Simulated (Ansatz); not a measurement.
# AlB2N3: the cost of one run

Method: DFT PBE, scalar-relativistic, plane waves, PAW, in Ansatz 0.2.0.

1 further run of the same task is left out (it didn't finish).

### Step 1. The structure to begin with

Symmetry: P6_3/mmc, No. 194, hexagonal system. The conventional cell has a = 2.768 Å, b = 2.768 Å, c = 25.977 Å, α = 90.00°, β = 90.00°, γ = 120.00°. Al (site symmetry -6m2) has 3 N at 1.60 Å as nearest neighbours. B (site symmetry 3m) has 3 N at 1.60 Å as nearest neighbours. N (site symmetry -6m2) is surrounded by 3 Al at 1.60 Å. N (site symmetry 3m) is surrounded by 3 B at 1.60 Å.

Structure file:

```cif
data_structure
_symmetry_space_group_name_H-M 'P 1'
_symmetry_Int_Tables_number 1
_cell_length_a 2.7680
_cell_length_b 2.7680
_cell_length_c 25.9775
_cell_angle_alpha 90.000
_cell_angle_beta 90.000
_cell_angle_gamma 120.000
_cell_volume 172.37
loop_
_atom_site_label
_atom_site_type_symbol
_atom_site_fract_x
_atom_site_fract_y
_atom_site_fract_z
_atom_site_occupancy
Al1 Al 0.00000 0.00000 0.25000 1
Al2 Al 0.00000 0.00000 0.75000 1
B1 B 0.00000 0.00000 0.91745 1
B2 B 0.00000 0.00000 0.58255 1
B3 B 0.00000 0.00000 0.08255 1
B4 B 0.00000 0.00000 0.41745 1
N1 N 0.66667 0.33333 0.75000 1
N2 N 0.66667 0.33333 0.08255 1
N3 N 0.66667 0.33333 0.41745 1
N4 N 0.33333 0.66667 0.91745 1
N5 N 0.33333 0.66667 0.25000 1
N6 N 0.33333 0.66667 0.58255 1
```

The cell was relaxed beforehand at this level, from a generated guess; it is a trial structure. At a tolerance of 0.02 Å it has space group P6_3/mmc (No. 194); it has 14.36 Å³/atom, an uncorrected energy of -0.46 eV/atom over the elements.

### Step 2. Electronic structure at the relaxed geometry

Input file input.yaml:

```yaml
crystal:
  lattice:
    - [2.7680436653, 0.0, 0.0]
    - [-1.3840218327, 2.397196133, 0.0]
    - [0.0, 0.0, 25.9774524088]
  atoms:
    - { symbol: Al, position: [0.0, 0.0, 0.25] }
    - { symbol: Al, position: [0.0, 0.0, 0.75] }
    - { symbol: B, position: [0.0, 0.0, 0.9174484628] }
    - { symbol: B, position: [0.0, 0.0, 0.5825515372] }
    - { symbol: B, position: [0.0, 0.0, 0.0825515372] }
    - { symbol: B, position: [0.0, 0.0, 0.4174484628] }
    - { symbol: "N", position: [0.6666666667, 0.3333333333, 0.75] }
    - { symbol: "N", position: [0.6666666667, 0.3333333333, 0.0825486162] }
    - { symbol: "N", position: [0.6666666667, 0.3333333333, 0.4174513838] }
    - { symbol: "N", position: [0.3333333333, 0.6666666667, 0.9174513838] }
    - { symbol: "N", position: [0.3333333333, 0.6666666667, 0.25] }
    - { symbol: "N", position: [0.3333333333, 0.6666666667, 0.5825486162] }
basis:
  ecutwfc: 420
kpoints:
  mp_grid: { grid: [12, 12, 1] }
  band_path:
    path:
      - [[0.0, 0.0, 0.0], [0.5, 0.0, 0.0], [0.33333333, 0.33333333, 0.0], [0.0, 0.0, 0.0], [0.0, 0.0, 0.5], [0.5, 0.0, 0.5], [0.33333333, 0.33333333, 0.5], [0.0, 0.0, 0.5]]
      - [[0.5, 0.0, 0.5], [0.5, 0.0, 0.0]]
      - [[0.33333333, 0.33333333, 0.5], [0.33333333, 0.33333333, 0.0]]
    npoints: 10
hamiltonian:
  xc: pbe
scf:
  occupations: { method: gaussian, width: 0.02 }
  n_extra_bands: 30
output:
  forces: true
  stress: true
  eigenvalues: true
  populations: true
  dos: { projected: true, de: 0.02, nscf_kmesh: { grid: [18, 18, 2] } }
  bader: false
  write_density: true
  write_potential: true
  elf: true
  volumetric_format: npy
```

Command:

```bash
> ansatz run input.yaml --threads 1 --pin off --max-ram 2560MiB --backend cpu --events-out ev --progress --plain --runs-dir out
```

**Question.** How long does this run take on 1 thread of Arm Neoverse V1, shared host, and how much memory does it need?

About 65 s, with a peak of 0.66 GiB.
